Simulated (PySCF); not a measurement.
# C3H5GeNSi: the cost of one run

The runs use PySCF 2.14.0, with density-fitted response routines of our own; the level of theory stands in each step. All values are computed, except where a source is named. Atoms are numbered from 0 throughout.

### Step 1. Starting geometry

11 atoms, charge 0, multiplicity 1; geometry from: GFN2-xTB. The atoms were then displaced at random by about 0.01 Å, so the start is not that level's minimum.

Bonds of the start (Å): N0–C1 1.12, C1–Ge2 1.91, Ge2–C3 1.95, C3–C4 1.18, C4–Si5 1.85, Ge2–H6 1.49, Ge2–H7 1.48, Si5–H8 1.48, Si5–H9 1.45, Si5–H10 1.47.

### Step 2. Relaxing the molecule at PBE0-D3(BJ)/def2-SVP

The job: settings as JSON, then the geometry in Å.

```
{"job": {"xc": "PBE0", "basis": "def2-SVP", "d3": "d3bj", "grid": 1, "shake": 0.01, "kind": "geom"}, "charge": 0, "multiplicity": 1}
N     -2.937080     2.462810    -1.128600
C     -2.657050     1.474330    -0.690680
Ge    -2.171270    -0.215660     0.045880
C     -0.227730    -0.278430     0.111540
C      0.946380    -0.329450     0.140970
Si     2.799070    -0.379040     0.209750
H     -2.733830    -0.289500     1.428660
H     -2.691510    -1.265830    -0.853550
H      3.227410     0.391770     1.400680
H      3.301900     0.196840    -1.022130
H      3.181820    -1.793680     0.341820
```

On the command line:

```console
> OMP_NUM_THREADS=1 python probes_run.py task.json out
```

The driver reads the jobs from task.json and runs them one after another.

**Question.** How long does this first job take on 1 thread of Arm Neoverse V2, shared host, and how much memory does it need?

About 44 s, with a peak of 0.54 GiB.
